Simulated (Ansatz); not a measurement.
# F2GeH3O: the cost of one run

Method: UKS revPBE-D4/def2-SVP, in Ansatz 0.2.0.

1 further run of the same task is left out (it didn't finish).

### 1 Starting point

Bond lengths: Ge1–F2 1.930 Å, Ge1–H3 1.550 Å, Ge1–F4 1.679 Å, Ge1–H5 1.549 Å, O6–H7 1.010 Å. Angles: F2–Ge1–H3 109.5°, F2–Ge1–F4 109.5°, F2–Ge1–H5 109.5°, H3–Ge1–F4 109.5°, H3–Ge1–H5 109.5°, F4–Ge1–H5 109.5°.

Coordinates:

```xyz
7

Ge    0.0000    0.0000    0.0000
F     0.0000    0.0000    1.9300
H     1.4616    0.0000   -0.5162
F    -0.7913    1.3709   -0.5594
H    -0.7300   -1.2648   -0.5162
O     0.0000    0.0000    3.4600
H    -0.5144   -0.8011    3.7971
```

### 2 Pulling towards end A

Springs on the bonds that form and break draw the guess towards this end; the thresholds are loose.

Contents of input.yaml:

```yaml
crystal:
  periodic: [false, false, false]
  atoms:
    - { symbol: Ge, position_ang: [0.0, 0.0, 0.0] }
    - { symbol: F, position_ang: [0.0, 0.0, 1.93] }
    - { symbol: H, position_ang: [1.4616, 0.0, -0.5162] }
    - { symbol: F, position_ang: [-0.7913, 1.3709, -0.5594] }
    - { symbol: H, position_ang: [-0.73, -1.2648, -0.5162] }
    - { symbol: O, position_ang: [0.0, 0.0, 3.46] }
    - { symbol: H, position_ang: [-0.5144, -0.8011, 3.7971] }
magnetization:
  spin_polarized: true
  initial_magnetization: 1
basis:
  gaussian: { orbitals: def2-SVP }
hamiltonian:
  xc: revpbe
  dispersion: d4
relax:
  f_tol: 0.15
  max_steps: 25
  restrain:
    - { distance: [1, 5], at: 2.43, k: 30.0 }
    - { distance: [0, 1], at: 1.68, k: 30.0 }
```

Command:

```
$ ansatz run input.yaml --threads 4 --pin off --max-ram 5120MiB --backend cpu --events-out ev --progress --plain --runs-dir out
```

**Question.** How long does this run take on 4 threads of Arm Neoverse V2, shared host, and how much memory does it need?

About 44 s, with a peak of 0.21 GiB.
